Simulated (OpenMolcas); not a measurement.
# Mg⁺: RASSCF and RASPT2 terms and fine-structure levels

Which level of Mg⁺ lies lowest, and where do the others fall? The reference wave functions come first, then spin-orbit coupling, then second-order correlation under several settings.

Method: state-averaged RASSCF and RASPT2, spin-orbit coupling by RASSI with atomic mean-field integrals. Code: OpenMolcas 26.06.

## 1. Starting point

```
Species                           : Mg⁺ (magnesium, Z = 12, 11 electrons)
Basis                             : ANO-L-VDZP [4s3p1d], 18 functions
Scalar Hamiltonian                : non-relativistic, point nucleus
Inactive shells                   : 1s 2s 2p
Active space                      : 1 electron in 9 orbitals (RAS2 3s 3p; RAS3 3d, at most 1 electrons)
Some configurations of this space : 3p, 3s
Orbitals                          : optimised for the ground-state spin in each parity, averaged over the low roots
```

Outer shells as boxes (Hund's rule):

3p
```
3p [↑ ][  ][  ]
```

3s
```
3s [↑ ]
```

The work runs as a chain of OpenMolcas steps in one folder; each step below is one input file. Labels, J, g values, rates, χT and fits are worked out afterwards by a script from the matrices that RASSI stores.

## 2. One- and two-electron integrals

a.inp reads:

```
&GATEWAY
Coord
1

Mg 0.0 0.0 0.0
Basis=ANO-L-VDZP
Group=XYZ
NoMove
AngMom=0.0 0.0 0.0
AMFI
&SEWARD
```

Run with:

```console
$ OMP_NUM_THREADS=1 MOLCAS_MEM=2252 MOLCAS_PROJECT=a pymolcas a.inp > a.log
```

The program printed:

```text
Basis set label: MG.ANO-L...4S3P1D.

      Electronic valence basis set:
      ------------------
      Associated Effective Charge  12.000000 au
      Associated Actual Charge     12.000000 au
      Nuclear Model: Point charge

      Shell  nPrim  nBasis  Cartesian Spherical Contaminant
         s      17       4        X
         p      12       3        X
         d       5       1                 X
                  Atomic mean-field integrals
```

## 3. A small preliminary run for start orbitals

a.inp reads:

```
&RASSCF
FileOrb=start.orb
Symmetry=1
Spin=2
nActEl=1 0 0
Inactive=2 3
Ras2=1 3
CIRoot=1 1 1
SDav=1
CIMx=300
Iter=120 100
PrWF=0.3
OrbListing=Nothing
MaxOrb=0
Atom
>>> COPY $Project.JobIph JOBPRE
```

Its output is not shown; its orbitals start the next step.

## 4. RASSCF: doublets of even parity, 1 root

a.inp reads:

```
&RASSCF
FileOrb=start.orb
Symmetry=1
Spin=2
nActEl=1 0 1
Inactive=2 3
Ras2=1 3
Ras3=5 0
CIRoot=1 1 1
SDav=6
CIMx=300
Iter=120 100
PrWF=0.3
OrbListing=Nothing
MaxOrb=0
Thrs=2.0e-7 1.0e-1 5.0e-4
Atom
>>> COPY $Project.JobIph JOB001
```

Run with:

```console
$ OMP_NUM_THREADS=1 MOLCAS_MEM=2252 MOLCAS_PROJECT=a pymolcas a.inp > a.log
```

The program printed (excerpt; [...] marks lines left out):

```text
[...]
      Number of active orbitals                  9
[...]
      Spin quantum number                      0.5
[...]
      Active orbitals                            6   3
[...]
      Number of CSFs                             6
      Number of root(s) required                 1
[...]
 ###    WARNING: Problems in orbital optimization.                           ###
 ###                                                                         ###
 ###                                                                         ###
[...]
      Convergence after  4 iterations
[...]
      Natural orbitals and occupation numbers for root  1
      sym 1:   1.000000   0.000000   0.000000   0.000000   0.000000   0.000000
      sym 2:   0.000000   0.000000   0.000000
::    RASSCF root number  1 Total energy:   -199.37109441
```

The warning on the orbital optimisation comes with active orbitals that are nearly full or empty in all roots, whose rotations are then almost redundant.

## 5. RASSCF: doublets of odd parity, 3 roots

a.inp reads:

```
&RASSCF
FileOrb=start.orb
Symmetry=2
Spin=2
nActEl=1 0 1
Inactive=2 3
Ras2=1 3
Ras3=5 0
CIRoot=3 3 1
SDav=3
CIMx=300
Iter=120 100
PrWF=0.3
OrbListing=Nothing
MaxOrb=0
Thrs=2.0e-7 1.0e-1 5.0e-4
Atom
>>> COPY $Project.JobIph JOB002
```

Run with:

```console
$ OMP_NUM_THREADS=1 MOLCAS_MEM=2252 MOLCAS_PROJECT=a pymolcas a.inp > a.log
```

The program printed (excerpt; [...] marks lines left out):

```text
[...]
      Number of active orbitals                  9
[...]
      Spin quantum number                      0.5
[...]
      Active orbitals                            6   3
[...]
      Number of CSFs                             3
      Number of root(s) required                 3
[...]
 ###    WARNING: Problems in orbital optimization.                           ###
 ###                                                                         ###
 ###                                                                         ###
[...]
      Convergence after  4 iterations
[...]
      Natural orbitals and occupation numbers for root  1
      sym 1:   0.000000   0.000000   0.000000   0.000000   0.000000   0.000000
      sym 2:   1.000000   0.000000   0.000000
      Natural orbitals and occupation numbers for root  2
      sym 1:   0.000000   0.000000   0.000000   0.000000   0.000000   0.000000
      sym 2:   0.000000   1.000000   0.000000
      Natural orbitals and occupation numbers for root  3
      sym 1:   0.000000   0.000000   0.000000   0.000000   0.000000   0.000000
      sym 2:   0.000000   0.000000   1.000000
::    RASSCF root number  1 Total energy:   -199.21360748
::    RASSCF root number  2 Total energy:   -199.21360748
::    RASSCF root number  3 Total energy:   -199.21360748
```

The warning on the orbital optimisation comes with active orbitals that are nearly full or empty in all roots, whose rotations are then almost redundant.

## 6. State interaction with spin-orbit coupling

a.inp reads:

```
&RASSI
NrOfJobIphs=2 1 3
1
1 2 3
IphNames
JOB001
JOB002
EJob
SpinOrbit
DIPRint=1.0
SOCoupling=1000.0
Subsets=2
MEES
Property=10
'ANGMOM' 1 'ANGMOM' 2 'ANGMOM' 3 'MLTPL  1' 1 'MLTPL  1' 2 'MLTPL  1' 3
'AMFI' 1 'AMFI' 2 'AMFI' 3 'MLTPL  2' 6
SOProperty=3
'ANGMOM' 1 'ANGMOM' 2 'ANGMOM' 3
```

The program printed:

```text
SPIN-FREE ENERGIES:
  (Shifted by EMIN (a.u.) =       -199.3710944076)

 SF State       Relative EMIN(au)   Rel lowest level(eV)    D:o, cm**(-1)      L_eff

     1             0.0000000000        0.0000000000              0.0000         0.0
     2             0.1574869297        4.2854376726          34564.3858         1.0
     3             0.1574869297        4.2854376726          34564.3858         1.0
     4             0.1574869297        4.2854376726          34564.3858         1.0
     Dipole printing threshold changed to   1.00000000E+00

++ Dipole transition strengths (spin-free states):
   -----------------------------------------------
     for osc. strength at least  1.00000000E+00

  ( Max oscillator strength is only   0.31850511810514731      )
--
Eigenvalues of complex Hamiltonian:
   -----------------------------------
  (Shifted by EMIN (a.u.) =       -199.3710944076)

 SO State       Relative EMIN(au)   Rel lowest level(eV)    D:o, cm**(-1)     J-value

     1             0.0000000000        0.0000000000              0.0000         0.4
     2             0.0000000000        0.0000000000              0.0000         0.4
     3             0.1572889977        4.2800516700          34520.9448         0.4
     4             0.1572889977        4.2800516700          34520.9448         0.4
     5             0.1575858957        4.2881306740          34586.1064         1.4
     6             0.1575858957        4.2881306740          34586.1064         1.4
     7             0.1575858957        4.2881306740          34586.1064         0.8
     8             0.1575858957        4.2881306740          34586.1064         0.8
Weights of the five most important spin-orbit-free states for each spin-orbit state.

 SO State  Total energy (au)           Spin-free states, spin, and weights
 -------------------------------------------------------------------------------------------------------
    1         0.000000       1 0.5  1.0000    4 0.5  0.0000    3 0.5  0.0000    2 0.5  0.0000
    2         0.000000       1 0.5  1.0000    4 0.5  0.0000    3 0.5  0.0000    2 0.5  0.0000
    3         0.157289       3 0.5  0.3333    2 0.5  0.3333    4 0.5  0.3333    1 0.5  0.0000
    4         0.157289       3 0.5  0.3333    2 0.5  0.3333    4 0.5  0.3333    1 0.5  0.0000
    5         0.157586       4 0.5  0.6667    3 0.5  0.1667    2 0.5  0.1667    1 0.5  0.0000
    6         0.157586       4 0.5  0.6667    3 0.5  0.1667    2 0.5  0.1667    1 0.5  0.0000
    7         0.157586       3 0.5  0.5000    2 0.5  0.5000    4 0.5  0.0000    1 0.5  0.0000
    8         0.157586       3 0.5  0.5000    2 0.5  0.5000    4 0.5  0.0000    1 0.5  0.0000
 -------------------------------------------------------------------------------------------------------
```

These steps took 12 s in all on 1 thread of AMD EPYC 7R43 (Zen 3), shared host.

The roots that group into whole terms:

```tsv
configuration	term	E (cm-1)
3s	2S	0.0
3p	2P*	34564
```

Levels with spin-orbit coupling, from the RASSI matrices grouped by J:

| Configuration | Term | J | E (cm-1) | g | Leading % |
| --- | --- | --- | --- | --- | --- |
| 3s | 2S | 1/2 | 0.0 | 2.002 | 100 |
| 3p | 2P* | 1/2 | 34521 | 0.666 | 100 |
| 3p | 2P* | 3/2 | 34586 | 1.334 | 100 |

Orbitals of the lowest block:

```tsv
shell	space	energy (hartree)	mean occupation	⟨r²⟩ (bohr²)
1s	inactive	-49.3579	2.000	0.0230
2s	inactive	-4.0860	2.000	0.571
2p	inactive	-2.6031	6.000	0.595
3s	RAS2		1.000	9.27
3p	RAS2		0.000	12.8
3d	RAS3		0.000	13.5
```

The strongest lines between these levels (RASSCF energies, vacuum wavelengths; moments from the reference wave functions; branching within the model space):

```tsv
upper	lower	type	λ (nm)	A (s-1)	branching %
3p 2P* 3/2	3s 2S 1/2	E1	289.1	2.54e+08	100.0
3p 2P* 1/2	3s 2S 1/2	E1	289.7	2.53e+08	100.0
```

No electric-quadrupole rates were computed, so the branching of forbidden lines counts M1 decays alone.

## 7. CASPT2: IPEA 0.4, sigma2 regulariser 0.25 (closed shells correlated: 2s 2p)

a.inp reads:

```
>>> COPY JOB001 $Project.JobIph
&CASPT2
Multistate=1 1
Frozen=1 0
IPEA=0.4
Sig2=0.25
MaxIter=60
WThr=0.0 0.3 0.05
PrWF=0.5
NoMix
>>> COPY JOB002 $Project.JobIph
&CASPT2
Multistate=3 1 2 3
Frozen=1 0
IPEA=0.4
Sig2=0.25
MaxIter=60
WThr=0.0 0.3 0.05
PrWF=0.5
NoMix
```

Run with:

```console
$ OMP_NUM_THREADS=1 MOLCAS_MEM=2252 MOLCAS_PROJECT=a pymolcas a.inp > a.log
```

The program printed:

```text
Orbital specifications:
      -----------------------

      Symmetry species                           1   2
                                                ag  au
      Frozen orbitals                            1   0
      Inactive orbitals                          1   3
      Active orbitals                            6   3
      Secondary orbitals                         1   3
      Deleted orbitals                           0   0
      Number of basis functions                  9   9
Type of calculation                        SS-CASPT2
      Fock operator                              state-specific
      IPEA shift                                 0.40
      Real shift                                 0.00
      Imaginary shift                            0.00
      Sigma^2 regularizer                        0.25
      The input orbitals will be transformed to quasi-canonical
Reference energy:        -199.3710944076
      E2 (Non-variational):      -0.0035036755
      Shift correction:          -0.0000000030
      E2 (Variational):          -0.0035036785
      Total energy:            -199.3745980862
      Residual norm:              0.0000003213
      Reference weight:           0.99928
      Contributions to the CASPT2 correlation energy
      Active & Virtual Only:         -0.0000000000
      One Inactive Excited:          -0.0007308524
      Two Inactive Excited:          -0.0027728231
::    CASPT2 Root  1     Total energy:   -199.37459809
Orbital specifications:
      -----------------------

      Symmetry species                           1   2
                                                ag  au
      Frozen orbitals                            1   0
      Inactive orbitals                          1   3
      Active orbitals                            6   3
      Secondary orbitals                         1   3
      Deleted orbitals                           0   0
      Number of basis functions                  9   9
Type of calculation                        MS-CASPT2
      Fock operator                              state-specific
      IPEA shift                                 0.40
      Real shift                                 0.00
      Imaginary shift                            0.00
      Sigma^2 regularizer                        0.25
      The input orbitals will be transformed to quasi-canonical
Reference energy:        -199.2136074780
      E2 (Non-variational):      -0.0030161124
      Shift correction:          -0.0000000009
      E2 (Variational):          -0.0030161132
      Total energy:            -199.2166235912
      Residual norm:              0.0000001200
      Reference weight:           0.99943
      Contributions to the CASPT2 correlation energy
      Active & Virtual Only:         -0.0000000000
      One Inactive Excited:          -0.0003897555
      Two Inactive Excited:          -0.0026263568
Reference energy:        -199.2136074780
      E2 (Non-variational):      -0.0030161124
      Shift correction:          -0.0000000009
      E2 (Variational):          -0.0030161132
      Total energy:            -199.2166235912
      Residual norm:              0.0000001200
      Reference weight:           0.99943
      Contributions to the CASPT2 correlation energy
      Active & Virtual Only:         -0.0000000000
      One Inactive Excited:          -0.0003897555
      Two Inactive Excited:          -0.0026263568
::    CASPT2 Root  1     Total energy:   -199.21662359
::    CASPT2 Root  2     Total energy:   -199.21662359
::    CASPT2 Root  3     Total energy:   -199.21662359
::    MS-CASPT2 Root  1     Total energy:   -199.21662359
::    MS-CASPT2 Root  2     Total energy:   -199.21662359
::    MS-CASPT2 Root  3     Total energy:   -199.21662359
```

This run took 1.7 s in all on 1 thread of AMD EPYC 7R43 (Zen 3), shared host.

SS-RASPT2: lowest energy less the reference's lowest, -0.0035 hartree; reference weights 0.999. These are the single-state energies of the run (the lines without MS-).

The roots that group into whole terms:

```tsv
configuration	term	E (cm-1)	spread (cm-1)
3s	2S	0.0	0
3p	2P*	34670	0
```

Levels with spin-orbit coupling, from the RASSI matrix with the averaged CASPT2 term energies on its diagonal:

```tsv
Configuration	Term	J	E (cm-1)	g	Leading %
3s	2S	1/2	0.0	2.002	100
3p	2P*	1/2	34630	0.666	100
3p	2P*	3/2	34690	1.334	100
```

## 8. CASPT2: IPEA 0.35, sigma2 regulariser 0.4 (closed shells correlated: 1s 2s 2p), extended multistate

a.inp reads:

```
>>> COPY JOB001 $Project.JobIph
&CASPT2
Multistate=1 1
Frozen=0 0
IPEA=0.35
Sig2=0.4
MaxIter=60
WThr=0.0 0.3 0.05
PrWF=0.5
NoMix
>>> COPY JOB002 $Project.JobIph
&CASPT2
XMultistate=3 1 2 3
Frozen=0 0
IPEA=0.35
Sig2=0.4
MaxIter=60
WThr=0.0 0.3 0.05
PrWF=0.5
NoMix
```

Run with:

```console
$ OMP_NUM_THREADS=1 MOLCAS_MEM=2252 MOLCAS_PROJECT=a pymolcas a.inp > a.log
```

The program printed (excerpt; [...] marks lines left out):

```text
[...]
      Active orbitals                            6   3
[...]
      E2 (Variational):          -0.0035212992
      Total energy:            -199.3746157069
[...]
::    CASPT2 Root  1     Total energy:   -199.37461571
[...]
      Reference weight:           0.99942
[...]
::    XMS-CASPT2 Root  1     Total energy:   -199.21665435
::    XMS-CASPT2 Root  2     Total energy:   -199.21665403
::    XMS-CASPT2 Root  3     Total energy:   -199.21665402
```

This run: 1.5 s of run time, 1 thread of AMD EPYC 7R43 (Zen 3), shared host.

XMS-RASPT2: lowest energy less the reference's lowest, -0.0035 hartree; reference weights 0.999.

Spin-free terms, from the roots grouped by L:

```tsv
configuration	term	E (cm-1)	spread (cm-1)
3s	2S	0.0	0
3p	2P*	34670	0
```

Fine-structure levels, from the RASSI matrix with the averaged CASPT2 term energies on its diagonal:

```
Configuration  Term    J  E (cm-1)      g  Leading %
           3s    2S  1/2       0.0  2.002        100
           3p   2P*  1/2     34630  0.666        100
           3p   2P*  3/2     34690  1.334        100
```

## 9. CASPT2: IPEA 0.35, imaginary shift 0.1 (closed shells correlated: 2s 2p), extended multistate

Edit a.inp of step 8 so:

```diff
@@ -3,5 +3,5 @@
 Multistate=1 1
-Frozen=0 0
+Frozen=1 0
 IPEA=0.35
-Sig2=0.4
+Imaginary=0.1
 MaxIter=60
@@ -13,5 +13,5 @@
 XMultistate=3 1 2 3
-Frozen=0 0
+Frozen=1 0
 IPEA=0.35
-Sig2=0.4
+Imaginary=0.1
 MaxIter=60
```

Run with:

```console
$ OMP_NUM_THREADS=1 MOLCAS_MEM=2252 MOLCAS_PROJECT=a pymolcas a.inp > a.log
```

The program printed (excerpt; [...] marks lines left out):

```text
[...]
      Active orbitals                            6   3
[...]
      E2 (Variational):          -0.0035132818
      Total energy:            -199.3746076894
[...]
::    CASPT2 Root  1     Total energy:   -199.37460769
[...]
      Reference weight:           0.99942
[...]
::    XMS-CASPT2 Root  1     Total energy:   -199.21664446
::    XMS-CASPT2 Root  2     Total energy:   -199.21664414
::    XMS-CASPT2 Root  3     Total energy:   -199.21664413
```

Time for this run: 1.7 s (1 thread of AMD EPYC 7R43 (Zen 3), shared host).

XMS-RASPT2: lowest energy less the reference's lowest, -0.0035 hartree; reference weights 0.999.

Levels with spin-orbit coupling, from the RASSI matrix with the averaged CASPT2 term energies on its diagonal:

```json
{"Configuration": "3s", "Term": "2S", "J": "1/2", "E (cm-1)": "0.0", "g": "2.002", "Leading %": "100"}
{"Configuration": "3p", "Term": "2P*", "J": "1/2", "E (cm-1)": "34630", "g": "0.666", "Leading %": "100"}
{"Configuration": "3p", "Term": "2P*", "J": "3/2", "E (cm-1)": "34690", "g": "1.334", "Leading %": "100"}
```

## 10. The methods side by side

A. RASSCF
B. SS-RASPT2, IPEA 0.4, sigma2 regulariser 0.25 (closed shells correlated: 2s 2p)
C. XMS-RASPT2, IPEA 0.35, sigma2 regulariser 0.4 (closed shells correlated: 1s 2s 2p)
D. XMS-RASPT2, IPEA 0.35, imaginary shift 0.1 (closed shells correlated: 2s 2p)

Energies in cm-1 above each method's lowest level; measured values from NIST Handbook of Basic Atomic Spectroscopic Data.

```tsv
level	A	B	C	D	measured
3s 2S 1/2	0.0	0.0	0.0	0.0	0.0
3p 2P* 1/2	34521	34630	34630	34630	35669
3p 2P* 3/2	34586	34690	34690	34690	35761
```

Mean absolute deviation from the 2 measured excited levels that all methods hold: A 1200 cm⁻¹, B 1100 cm⁻¹, C 1100 cm⁻¹, D 1100 cm⁻¹.

## 11. What came out

| quantity | value |
| --- | --- |
| method | SS-RASPT2, IPEA 0.4, sigma2 regulariser 0.25 (closed shells correlated: 2s 2p) |
| lowest level | 3s 2S 1/2, 100 % of that term, g = 2.002 |
| ground level listed by NIST | 2S1/2 |
| first excited level | 3p 2P* 1/2 at 34630 cm-1 |
| strongest of the lines computed, by gA, at RASSCF energies | 3p 2P* 3/2 → 3s 2S 1/2, 289.1 nm, A = 2.54e+08 s⁻¹ |

Cost and accuracy by method:

```tsv
method	time of its own steps	time with the reference	mean absolute difference from the measured levels (cm-1)
A. RASSCF	12 s	12 s	1200
B. SS-RASPT2, IPEA 0.4, sigma2 regulariser 0.25, +2s 2p	1.7 s	14 s	1100
C. XMS-RASPT2, IPEA 0.35, sigma2 regulariser 0.4, +1s 2s 2p	1.5 s	14 s	1100
D. XMS-RASPT2, IPEA 0.35, imaginary shift 0.1, +2s 2p	1.7 s	14 s	1100
```

Times are of one thread on a shared host.

**Reading.** Method B lies closest to the measured levels (1100 cm⁻¹ on average, level with C, level with D) and A farthest (1200). Only the configurations of the active space and the roots asked for are present. Not all states of the active space went into the spin-orbit step. The levels of the extra active shells were not computed. Levels of other configurations are missing from the list.
